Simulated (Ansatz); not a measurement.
# SnO (P4/nmm): cell relaxations under several functionals, by script

Program: the Python package of Ansatz 0.2.0. The levels of theory stand in the script. These are calculated values, not measurements.

### Step 1. The system

It takes space group P4/nmm (No. 129, tetragonal). The conventional cell has a = 3.799 Å, b = 3.799 Å, c = 4.841 Å, α = 90.00°, β = 90.00°, γ = 90.00°. Around Sn (site symmetry 4mm) lie 4 O at 2.22 Å. O (site symmetry -4m2) is surrounded by 4 Sn at 2.22 Å.

The script holds or builds the structure itself.

### Step 2. The script

The input, lattice.py:

```python
# -*- coding: utf-8 -*-
"""Relaxed cell of SnO under several functionals."""

import warnings

import ansatz as az
from ase import Atoms
import numpy as np

def edges_and_angles(cell):
    cell = np.asarray(cell)
    a, b, c = np.linalg.norm(cell, axis=1)
    cosines = cell[1] @ cell[2] / (b * c), cell[0] @ cell[2] / (a * c), cell[0] @ cell[1] / (a * b)
    return (a, b, c, *np.degrees(np.arccos(cosines)))

warnings.simplefilter("ignore", az.DeckWarning)

atoms = Atoms(
    ["Sn", "Sn", "O", "O"],
    scaled_positions=[
        [0.5, 0.0, 0.2369],
        [0.0, 0.5, 0.7631],
        [0.0, 0.0, 0.0],
        [0.5, 0.5, 0.0],
    ],
    cell=[
        [3.7986, 0.0, 0.0],
        [0.0, 3.7986, 0.0],
        [0.0, 0.0, 4.8408],
    ],
    pbc=True,
)
cell = az.Crystal.from_ase(atoms)

calc = cell.calculation()
calc = calc.occupations("cold", width=0.3)
calc = calc.scf(tolerance=1e-09)
calc = calc.kpoints(5, 5, 4)
calc = calc.basis(530)
calc = calc.accuracy("medium").relax(cell=True, force_tolerance=0.05, max_steps=60, density_extrapolation="transplant")

levels = [("r2scan", "none"), ("r2scan", "rvv10"), ("pbe", "none")]
print("level            a       b       c    alpha   beta  gamma  V/atom  steps")
for name, dispersion in levels:
    seen = []
    run = calc.functional(name, dispersion=dispersion).session().plan()
    done = run.execute(on_event=lambda e: seen.append(e) if e["event"] == "relax_step" else None)
    cell = done.lattice.cell_ang
    label = name if dispersion == "none" else f"{name}+{dispersion}"
    print("{:13s} {:7.4f} {:7.4f} {:7.4f} {:6.2f} {:6.2f} {:6.2f}".format(label, *edges_and_angles(cell)), f"{abs(np.linalg.det(cell)) / len(done.lattice.sites):7.3f} {len(seen):5d}")
```

### Step 3. The calls as engine input

The engine receives this input (first run):

```yaml
crystal:
  lattice:
    - [3.7986, 0.0, 0.0]
    - [0.0, 3.7986, 0.0]
    - [0.0, 0.0, 4.8408]
  atoms:
    - { symbol: Sn, position: [0.5, 0.0, 0.2369] }
    - { symbol: Sn, position: [0.0, 0.5, 0.7631] }
    - { symbol: O, position: [0.0, 0.0, 0.0] }
    - { symbol: O, position: [0.5, 0.5, 0.0] }
accuracy: medium
basis:
  ecutwfc: 530.0
kpoints:
  mp_grid:
    grid: [5, 5, 4]
hamiltonian:
  xc: r2scan
  dispersion: none
scf:
  convergence:
    dr2_threshold: 1.0e-09
  occupations:
    method: cold
    width: 0.3
relax:
  f_tol: 0.05
  max_steps: 60
  density_extrapolation: transplant
  cell: {}
```

### Step 4. The run

The run is started by

```console
$ python lattice.py
```

Q: Estimate wall time and peak memory on 1 thread of Intel Xeon 6975P-C (Granite Rapids), shared host.

About 84 s, with a peak of 0.7 GiB.
